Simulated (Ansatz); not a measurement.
**C2H9BS: how energies converge with the basis set**

One table from this session's results is given with a row withheld; the runs are named, their logs left out.

Computed with Ansatz 0.2.0, Gaussian basis. Level: one geometry, several basis sets.

The runs, in order: PBE0-D4/def2-SVP; ωB97M-V/def2-SVP; PBE0-D4/def2-QZVPP; ωB97M-V/def2-QZVPP; the functionals' def2-TZVPP values are taken from earlier runs.

### The relaxed structure

All runs share one geometry, relaxed beforehand with PBE0-D4 in a triple-zeta def2 set.

SMILES `[BH3-][S+](C)C`, 13 atoms, charge 0, spin multiplicity 1.

Atoms are counted from 1 here; the program's logs count them from 0.

Bond lengths: B1–S2 1.924 Å, B1–H5 1.210 Å, B1–H6 1.212 Å, B1–H7 1.210 Å, S2–C3 1.789 Å, S2–C4 1.789 Å, C3–H8 1.090 Å, C3–H9 1.090 Å, C3–H10 1.089 Å, C4–H11 1.090 Å, C4–H12 1.090 Å, C4–H13 1.089 Å. Angles: S2–B1–H5 103.1°, S2–B1–H6 105.2°, S2–B1–H7 103.1°, H5–B1–H6 114.9°, H5–B1–H7 113.5°, H6–B1–H7 114.9°, B1–S2–C3 103.4°, B1–S2–C4 103.4°, C3–S2–C4 100.2°, S2–C3–H8 109.4°, S2–C3–H9 110.2°, S2–C3–H10 106.7°, H8–C3–H9 111.3°, H8–C3–H10 109.4°, H9–C3–H10 109.8°, S2–C4–H11 110.2°, S2–C4–H12 109.4°, S2–C4–H13 106.7° and more.

The first run:

in.yaml

```yaml
crystal:
  periodic: [false, false, false]
  atoms:
    - {symbol: B, position_ang: [-0.805773, 1.487485, -0.312357]}
    - {symbol: S, position_ang: [0.402491, 0.048682, -0.727591]}
    - {symbol: C, position_ang: [1.444736, -0.049987, 0.722800]}
    - {symbol: C, position_ang: [-0.600132, -1.414845, -0.498516]}
    - {symbol: H, position_ang: [-0.088248, 2.461476, -0.327267]}
    - {symbol: H, position_ang: [-1.269500, 1.210768, 0.772800]}
    - {symbol: H, position_ang: [-1.595829, 1.455538, -1.228054]}
    - {symbol: H, position_ang: [0.820237, -0.071675, 1.616433]}
    - {symbol: H, position_ang: [2.085525, -0.929903, 0.666396]}
    - {symbol: H, position_ang: [2.056426, 0.851443, 0.730992]}
    - {symbol: H, position_ang: [0.018671, -2.309430, -0.568149]}
    - {symbol: H, position_ang: [-1.107747, -1.358626, 0.464924]}
    - {symbol: H, position_ang: [-1.340459, -1.415725, -1.297712]}
basis:
  gaussian: {orbitals: def2-SVP}
hamiltonian: {xc: pbe0, dispersion: d4}
output: {orbitals: {seedname: orbitals}}
```

Command:

```
$ ansatz run in.yaml --threads 4 --pin off --events-out ev --progress --plain --max-ram 10444MiB
```

Among the steps run: PBE0-D4 in def2-SVP; ωB97M-V in def2-SVP; PBE0-D4 in def2-QZVPP; ωB97M-V in def2-QZVPP.

One table of the session follows, with a row left open; its other results are not shown here.

It belongs to the step «Functionals by basis». 

| functional | basis | HOMO (eV) | LUMO (eV) |
| --- | --- | --- | --- |
| PBE0-D4 | def2-SVP | ? | ? |
| PBE0-D4 | def2-TZVPP | -7.81 | 0.50 |
| PBE0-D4 | def2-QZVPP | -7.82 | 0.30 |
| ωB97M-V | def2-SVP | -9.97 | 3.01 |
| ωB97M-V | def2-TZVPP | -10.07 | 2.29 |
| ωB97M-V | def2-QZVPP | -10.07 | 1.56 |

Estimate the missing values for PBE0-D4, def2-SVP.

As computed: HOMO (eV): -7.74; LUMO (eV): 0.94. In the column «HOMO (eV)» it is the highest.
